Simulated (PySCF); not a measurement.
# TaNH: structure of the doublet

The task is one start of a wider search on TaNH: the doublet, from a linear start. It is relaxed, tested by its Hessian and followed downhill if it is a saddle.

The runs use PySCF 2.14.0; PBE0, basis Ta def2-TZVP with ECP60, N def2-TZVP, H def2-TZVP, scalar-relativistic core potentials, no spin–orbit coupling, density fitting.

### 1 Where the work starts

3 atoms, charge 0, spin multiplicity 2.

Bond lengths: Ta1–N2 1.860 Å, Ta1–H3 1.780 Å. Angles: N2–Ta1–H3 180.0°.

```xyz
3
charge 0 multiplicity 2
Ta    0.0000    0.0000    0.0000
N     0.0000    0.0000   -1.8600
H     0.0000    0.0000    1.7800
```

### 2 Finding the electronic state

One driver script runs all steps and calls PySCF; scf.py shows how it sets up the SCF of each step. The optimiser is the driver's own. After this first run the driver tries any further starts and a stability analysis.

The input, scf.py:

```python
from pyscf import gto, scf, dft
mol = gto.M(atom='''
Ta     0.000000     0.000000     0.000000
N      0.000000     0.000000    -1.860000
H      0.000000     0.000000     1.780000''',
    basis={'Ta': 'def2-TZVP', 'N': 'def2-TZVP', 'H': 'def2-TZVP'},
    ecp={'Ta': 'def2-TZVP'},
    charge=0, spin=1)
mf = dft.UKS(mol, xc='PBE0')
mf.grids.atom_grid = (50, 194)
aux = {'Ta': 'def2-universal-JKFIT', 'N': 'def2-universal-JKFIT', 'H': 'def2-universal-JKFIT'}
mf = mf.density_fit(auxbasis=aux)
mf.conv_tol = 1e-08
mf.diis_space = 10
mf.max_cycle = 60
mf.init_guess = 'minao'
mf.verbose = 4
mf.kernel()
```

Command:

```bash
> OMP_NUM_THREADS=2 python axn.py task.json out
```

The runs that follow: Relaxing the doublet from the linear start; Frequencies; Downhill along the imaginary mode; Vibrations and properties at this point.

What does the calculation give? Wanted: minimum; geometry; wavenumbers; dipole moment; highest occupied, lowest empty level; polar-tensor charge of Ta1; zero-point energy; atomisation energy; ⟨S²⟩.

As calculated:

| quantity | value |
| --- | --- |
| minimum | doublet, Cs |
| geometry | Ta–H 1.797 Å, Ta–N 1.682 Å; H–Ta–N 102.0° |
| wavenumbers (cm⁻¹) | 521 (a'), 1082 (a'), 1759 (a') |
| dipole moment | 5.96 D |
| highest occupied, lowest empty level (either spin) | -5.25, -3.38 eV |
| polar-tensor charge of Ta1 | +1.01 e |
| zero-point energy | 20.1 kJ/mol |
| entropy at 298.15 K | 266.8 J/(mol K) |
| atomisation energy (no zero-point energy) | 812 kJ/mol |
| ⟨S²⟩ | 0.773 |

The linear start (C∞v) ends in a minimum of Cs symmetry, after a stop at a second-order saddle point 87.0 kJ/mol higher, from which it was pushed off along an imaginary mode. The strongest infrared band lies at 1759 cm⁻¹ (a', stretch). With 6.0 D the molecule is strongly polar. Most of the spin sits on Ta1 (Mulliken spin 1.28, against 1 for the whole molecule). The first SCF alone would have been 57 kJ/mol too high. Other starts or spin states, not run here, may lie lower. Open d and f shells are described by one determinant, and the ground state may have another occupation or spin. Spin–orbit coupling, left out here, can matter for elements this heavy.
